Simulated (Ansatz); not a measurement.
# BH7NOP: the cost of one run

Program: Ansatz 0.2.0. Level of theory: RKS B3LYP-D4/def2-SVP. These are calculated values, not measurements.

### Step 1. The system as given

Bond lengths: N2–H3 1.060 Å, N2–H4 1.060 Å, B1–H5 1.190 Å, B1–O6 1.410 Å, O6–H7 1.010 Å, B1–P8 2.210 Å, P8–H9 1.420 Å, P8–H10 1.420 Å, N2–H11 1.149 Å, P8–H11 1.433 Å. Angles: H3–N2–H4 120.0°, H3–N2–H11 101.7°, H4–N2–H11 85.2°, H5–B1–O6 120.0°, H5–B1–P8 105.4°, O6–B1–P8 92.8°, B1–O6–H7 109.5°, B1–P8–H9 109.5°, B1–P8–H10 109.5°, B1–P8–H11 66.5°, H9–P8–H10 109.4°, H9–P8–H11 116.1°, H10–P8–H11 43.9°, N2–H11–P8 138.7°.

As a file:

```xyz
11

B     0.0000    0.0000    0.0000
N     0.0000    0.0000    1.9000
H    -0.8770   -0.2713    2.4300
H     0.8770    0.2713    2.4300
H     1.0305    0.0000   -0.5950
O    -1.2211    0.0000   -0.7050
H    -1.7308   -0.8467   -0.4965
P    -0.2764    2.0790    0.6969
H    -1.5961    2.5082    0.3960
H    -0.0678    2.1402    2.1001
H    -0.1504    1.1309    1.7636
```

### Step 2. Pulling towards end A

Springs on the bonds that form and break draw the guess towards this end; the thresholds are loose.

input.yaml reads:

```yaml
crystal:
  periodic: [false, false, false]
  atoms:
    - { symbol: B, position_ang: [0.0, 0.0, 0.0] }
    - { symbol: "N", position_ang: [0.0, 0.0, 1.9] }
    - { symbol: H, position_ang: [-0.877, -0.2713, 2.43] }
    - { symbol: H, position_ang: [0.877, 0.2713, 2.43] }
    - { symbol: H, position_ang: [1.0305, 0.0, -0.595] }
    - { symbol: O, position_ang: [-1.2211, 0.0, -0.705] }
    - { symbol: H, position_ang: [-1.7308, -0.8467, -0.4965] }
    - { symbol: P, position_ang: [-0.2764, 2.079, 0.6969] }
    - { symbol: H, position_ang: [-1.5961, 2.5082, 0.396] }
    - { symbol: H, position_ang: [-0.0678, 2.1402, 2.1001] }
    - { symbol: H, position_ang: [-0.1504, 1.1309, 1.7636] }
basis:
  gaussian: { orbitals: def2-SVP }
hamiltonian:
  xc: b3lyp
  dispersion: d4
relax:
  f_tol: 0.15
  max_steps: 25
  restrain:
    - { distance: [0, 7], at: 3.11, k: 30.0 }
    - { distance: [10, 1], at: 2.26, k: 30.0 }
    - { distance: [0, 1], at: 1.55, k: 30.0 }
    - { distance: [10, 7], at: 1.42, k: 30.0 }
```

Run with:

```sh
ansatz run input.yaml --threads 2 --pin off --max-ram 3072MiB --backend cpu --events-out ev --progress --plain --runs-dir out
```

What time and memory should one allow on 2 threads of Arm Neoverse V1, shared host?

About 33 s, with a peak of 0.19 GiB.
